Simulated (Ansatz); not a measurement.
# GaSbAs2: the cost of one run

Program: Ansatz 0.2.0. Level of theory: DFT PBEsol, scalar-relativistic, plane waves, PAW. These are calculated values, not measurements.

2 further runs of the same task are left out: 2 that didn't finish.

## Step 1: The starting structure

Symmetry: P-4m2, No. 115, tetragonal system. Conventional cell: a = 4.205 Å, b = 4.205 Å, c = 5.934 Å, α = 90.00°, β = 90.00°, γ = 90.00°. Ga (site symmetry -4m2) has 4 As at 2.51 Å as nearest neighbours. Sb (site symmetry -4m2) has 4 As at 2.64 Å as nearest neighbours. As (site symmetry 2mm) has 2 Ga at 2.51 Å and 2 Sb at 2.64 Å as nearest neighbours.

Coordinates:

```xyz
4
Lattice="4.2048 0.0000 0.0000 0.0000 4.2048 0.0000 0.0000 0.0000 5.9336" Properties=species:S:1:pos:R:3 pbc="T T T"
Ga    2.1024    2.1024    0.0000
Sb    0.0000    0.0000    2.9668
As    2.1024    0.0000    4.5599
As    0.0000    2.1024    1.3738
```

This is a trial structure built by rule; it need not be a known or stable form of this composition.

(A quick probe on a coarse mesh, which set the mesh and smearing, is not shown.)

## Step 3: A loose first relaxation

input.yaml

```yaml
crystal:
  lattice:
    - [4.2048019925, 0.0, 0.0]
    - [0.0, 4.2048019925, 0.0]
    - [0.0, 0.0, 5.9336437068]
  atoms:
    - { symbol: Ga, position: [0.5, 0.5, 0.0] }
    - { symbol: Sb, position: [0.0, 0.0, 0.5] }
    - { symbol: As, position: [0.5, 0.0, 0.768475] }
    - { symbol: As, position: [0.0, 0.5, 0.231525] }
basis:
  ecutwfc: 420
kpoints:
  mp_grid: { grid: [6, 6, 4] }
hamiltonian:
  xc: pbesol
scf:
  occupations: { method: gaussian, width: 0.1 }
output:
  forces: true
  stress: true
  eigenvalues: true
relax:
  adjacent_minimum: "off"
  f_tol: 0.05
  max_steps: 80
  cell: { stress_tol: 0.5 }
```

Launch:

```console
ansatz run input.yaml --threads 2 --pin off --max-ram 7168MiB --backend cpu --events-out ev --progress --plain --runs-dir out
```

What time and memory should one allow on 2 threads of Intel Xeon 6975P-C (Granite Rapids), shared host?

About 22 s, with a peak of 0.5 GiB.
